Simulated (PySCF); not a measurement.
# H6OSi3: the cost of one run

Program: PySCF 2.14.0. Level of theory: levels as typed in each script, gas phase, geometry from GFN2-xTB. These are calculated values, not measurements.

### 1 Where the work starts

SMILES `O1[SiH2][SiH2][SiH2]1`, 10 atoms, charge 0, spin multiplicity 1.

Bond lengths: O1–Si2 1.664 Å, O1–Si4 1.664 Å, Si2–Si3 2.342 Å, Si2–H5 1.462 Å, Si2–H6 1.462 Å, Si3–Si4 2.342 Å, Si3–H7 1.471 Å, Si3–H8 1.471 Å, Si4–H9 1.462 Å, Si4–H10 1.462 Å. Angles: Si2–O1–Si4 115.1°, O1–Si2–Si3 85.6°, O1–Si2–H5 106.0°, O1–Si2–H6 106.0°, Si3–Si2–H5 121.7°, Si3–Si2–H6 121.7°, H5–Si2–H6 109.7°, Si2–Si3–Si4 73.7°, Si2–Si3–H7 119.2°, Si2–Si3–H8 119.1°, Si4–Si3–H7 119.1°, Si4–Si3–H8 119.2°, H7–Si3–H8 105.0°, O1–Si4–Si3 85.6°, O1–Si4–H9 106.0°, O1–Si4–H10 106.0°, Si3–Si4–H9 121.7°, Si3–Si4–H10 121.6° and more.

Geometry (Å):

```xyz
10
H6OSi3
O     0.0006   -1.3042    0.0001
Si   -1.4038   -0.4114    0.0000
Si   -0.0008    1.4638    0.0000
Si    1.4042   -0.4104    0.0000
H    -2.1409   -0.8187    1.1955
H    -2.1406   -0.8195   -1.1955
H    -0.0003    2.3589    1.1668
H    -0.0013    2.3589   -1.1670
H     2.1416   -0.8172   -1.1956
H     2.1419   -0.8164    1.1955
```

### 2 Density, bond paths and surface potential (PBE/6-31g*)

input.py reads:

```python
import numpy as np
from pyscf import gto, scf, dft
from pyscf.scf import atom_ks, atom_hf
from scipy.linalg import block_diag

def solve(mol, dm0=None, hcore=None):
    mf = (dft.UKS if mol.spin else dft.RKS)(mol, xc='pbe')
    mf.grids.level = 3
    mf = mf.density_fit(auxbasis='def2-universal-jkfit')
    mf.conv_tol, mf.max_cycle = 1e-8, 80
    if hcore is not None:
        mf.get_hcore = lambda *args: hcore
    mf.kernel(dm0)
    if not mf.converged:
        mf = mf.newton().run(mf.mo_coeff, mf.mo_occ, max_cycle=30)
    assert mf.converged, 'SCF not converged'
    return mf

mol = gto.M(atom='''
O      0.00062    -1.30421     0.00013
Si    -1.40382    -0.41143     0.00001
Si    -0.00077     1.46382    -0.00003
Si     1.40421    -0.41042    -0.00004
H     -2.14089    -0.81868     1.19555
H     -2.14064    -0.81950    -1.19550
H     -0.00031     2.35892     1.16684
H     -0.00130     2.35887    -1.16700
H      2.14157    -0.81719    -1.19557
H      2.14190    -0.81636     1.19548
''', basis='6-31g*', charge=0, spin=0, verbose=4)
mf = solve(mol)
mf.analyze()
# spherically averaged free atoms, for the promolecule
atm = atom_ks.get_atm_nrks(mol, xc='pbe')
pro = block_diag(*[(atm[a[0]][2] * atm[a[0]][3]) @ atm[a[0]][2].T for a in mol._atom])
np.savez('result.npz', e=mf.e_tot, c=mf.mo_coeff, occ=mf.mo_occ, eps=mf.mo_energy, pro=pro, dip=mf.dip_moment(verbose=0), s2=mf.spin_square()[0])
```

Command:

```bash
> OMP_NUM_THREADS=1 python input.py
```

What time and memory should one allow on 1 thread of Arm Neoverse V2, shared host?

About 11 s, with a peak of 0.37 GiB.
